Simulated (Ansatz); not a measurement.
Working through a single point in a Gaussian basis of C2F2I2, SMILES FC(I)=C(F)I

Computed with Ansatz 0.2.0 through its Python package.

Notebook, run cell by cell (the value of a cell's last expression is shown):

```python
from pathlib import Path
import json

import ansatz
import numpy as np
```

```python
c2f2i2 = (
    ansatz.Crystal.molecule()
    .atom("F", (0.0885, -1.6099, -0.8598))
    .atom("C", (0.4241, -0.5016, -0.1331))
    .atom("I", (2.3288, -0.4955, 0.5244))
    .atom("C", (-0.369, 0.497, 0.1217))
    .atom("F", (-0.0533, 1.5454, 0.847))
    .atom("I", (-2.377, 0.5005, -0.5465))
)

calc = c2f2i2.calculation()
calc = calc.basis(gaussian="def2-SVP").correlation("mp2")
calc = calc.forces().orbitals()
result = calc.run(runs_dir="out")
data = result.report
```

    

```python
type(result).__name__, type(data).__name__
```

    ('RunOutcome', 'dict')

```python
sorted(key for key in data if key.endswith("_ev"))
```

    ['free_energy_ev', 'reference_energy_ev']

```python
data["free_energy_ev"]
```

    -23632.279548432758

```python
print("reference energy %16.6f eV" % data["reference_energy_ev"])
print("total energy     %16.6f eV" % data["free_energy_ev"])
print("occupied (up, down):", data["n_occupied"], " virtual:", data["n_virtual"], " frozen:", data["n_frozen"])
```

    reference energy    -23608.795368 eV
    total energy        -23632.279548 eV
    occupied (up, down): [28, 28]  virtual: [68, 68]  frozen: 12

```python
parts = data["correlation"]
for name in ("random_phase", "coupled_cluster", "perturbative"):
    if name in parts:
        print(f"{name:16s} {parts[name]['energy']['hartree']:12.7f} Ha")
if "second_order" in parts:
    pair = parts["second_order"]
    print(f"MP2 same spin {pair['same_spin']['hartree']:.7f} Ha, opposite spin {pair['opposite_spin']['hartree']:.7f} Ha")
```

    MP2 same spin -0.2468644 Ha, opposite spin -0.6161633 Ha

```python
field = data["mean_field"]
print("<S^2> =", round(abs(field["state"]["spin_squared"]), 4), " relativity:", field["relativity"])
print("passes:", field["passes"])
if "symmetry" in field:
    print("occupied orbitals by irrep:", field["symmetry"]["occupied"])

symbols = [site.symbol for site in c2f2i2.cartesian_sites]
forces = np.array(data["forces_ev_ang"])
print("largest force", round(float(np.linalg.norm(forces, axis=1).max()), 4), "eV/A, rms", round(float(np.sqrt((forces ** 2).mean())), 4))

charges = data["charge_distribution"]
print("dipole moment", round(4.803205 * float(np.linalg.norm(charges["dipole_moment_e_ang"])), 3), "D")
print("Mulliken:", [(s, round(q, 3)) for s, q in zip(symbols, charges["mulliken_charges_e"])])
```

    <S^2> = 0.0  relativity: none
    passes: {'evaluations': 13, 'products': 50}
    occupied orbitals by irrep: [{'A': 40}, {'A': 40}]
    largest force 3.3898 eV/A, rms 1.2571
    dipole moment 0.302 D
    Mulliken: [('F', -0.216), ('C', 0.085), ('I', 0.121), ('C', 0.08), ('F', -0.175), ('I', 0.104)]

```python
lines = Path(data["orbitals_path"]).read_text().splitlines()
field_of = lambda key: [line.split("=")[1].strip() for line in lines if line.startswith(key)]
orbitals = [(27.211386 * float(e), s, float(n)) for e, s, n in zip(field_of("Ene="), field_of("Spin="), field_of("Occup="))]
homo = max(e for e, _, n in orbitals if n > 0.5)
lumo = min(e for e, _, n in orbitals if n < 0.5)
print(f"HOMO {homo:.3f} eV, LUMO {lumo:.3f} eV, gap {lumo - homo:.3f} eV")
with open("c2f2i2.json", "w") as handle:
    json.dump({k: data[k] for k in ("free_energy_ev", "reference_energy_ev", "n_occupied", "n_virtual")}, handle, indent=1)
```

    HOMO -9.624 eV, LUMO 1.720 eV, gap 11.344 eV

`c2f2i2.json`, as written:
```json
{
 "free_energy_ev": -23632.279548432758,
 "reference_energy_ev": -23608.795368234172,
 "n_occupied": [
  28,
  28
 ],
 "n_virtual": [
  68,
  68
 ]
}
```

Notes:
- The settings weren't tested for convergence.
- The geometry is a force-field or estimated start, not a minimum of this method, and the basis set is short of its limit.
- def2 sets replace the cores of elements past krypton by effective core potentials.
- Levels such as HOMO and LUMO are orbital energies: in Hartree-Fock the gap is too wide and the LUMO hangs on the basis.
- S² is that of the Hartree-Fock reference.
- It ran for 6.4 s on 1 thread of Intel(R) Xeon(R) 6975P-C (Granite Rapids) (shared host), peak memory 0.37 GiB.

(Lines on the test bed's own set-up are left out of the output.)
